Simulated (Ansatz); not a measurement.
## VWC2: band structure with PBE

The system is VWC2.

```
W V C
1.0
     1.51704    0.87586    4.93389
    -1.51704    0.87586    4.93389
     0.00000   -1.75173    4.93389
W V C
1 1 2
Direct
  0.00000 0.00000 0.00000
  0.50000 0.50000 0.50000
  0.24649 0.24649 0.24649
  0.75351 0.75351 0.75351
```

The cell comes from a database or a generator and needn't be the stable form of this composition.

```
Program             : Ansatz 0.2.0
Task                : band structure
Functional          : PBE
Potentials or basis : all-electron LAPW, scalar-relativistic
Cutoff              : 315 eV (chosen from the basis error)
Basis error allowed : 0.002 eV/atom
k mesh              : 10 × 10 × 10
Occupations         : fermi-dirac, width 0.05 eV
Spin                : collinear spin, ferromagnetic start
Starting moments    : [0.0, 2.0, 0.0, 0.0] μB
```

| Quantity | Value |
| --- | --- |
| Pressure | -2.0 GPa |
| Largest force | 0.096 eV/Å |
| Band gap along the path | none (metal or under the smearing width) |
| Net moment | 0.00 μB per cell |
| Absolute moment | 0.00 μB per cell |

Forces in eV/Å, atoms in the order of the input:
```
W    0.000  0.000  0.000
V    0.000  0.000  0.000
C    0.000  0.000  0.096
C    0.000  0.000 -0.096
```

Stress tensor (GPa, compression positive):
```
-1.89  0.00  0.00
 0.00 -1.89  0.00
 0.00  0.00 -2.30
```

Levels at the corners of the path, in eV from the Fermi level:
Spin up:
```csv
point,band 32,band 33,band 34,band 35,band 36,band 37,band 38,band 39
Γ,-1.83,-1.75,-0.45,-0.45,-0.09,-0.09,-0.04,1.07
L,-4.53,-3.71,-0.85,-0.55,0.90,1.52,2.13,3.03
B1,-4.52,-4.26,-0.02,0.01,0.80,1.33,2.14,2.20
```
Spin down:
```
point  band 33  band 34  band 35  band 36  band 37  band 38
    Γ    -1.75    -0.45    -0.45    -0.09    -0.09    -0.04
    L    -3.71    -0.85    -0.55     0.90     1.52     2.13
   B1    -4.26    -0.02     0.01     0.80     1.33     2.14
```

It took 57 s on 4 threads of Arm Neoverse V1, on a shared host, peak memory 1.2 GiB.

Caveat: spin-orbit coupling is left out, which moves the levels of the heavy elements; the starting moments weren't kept.
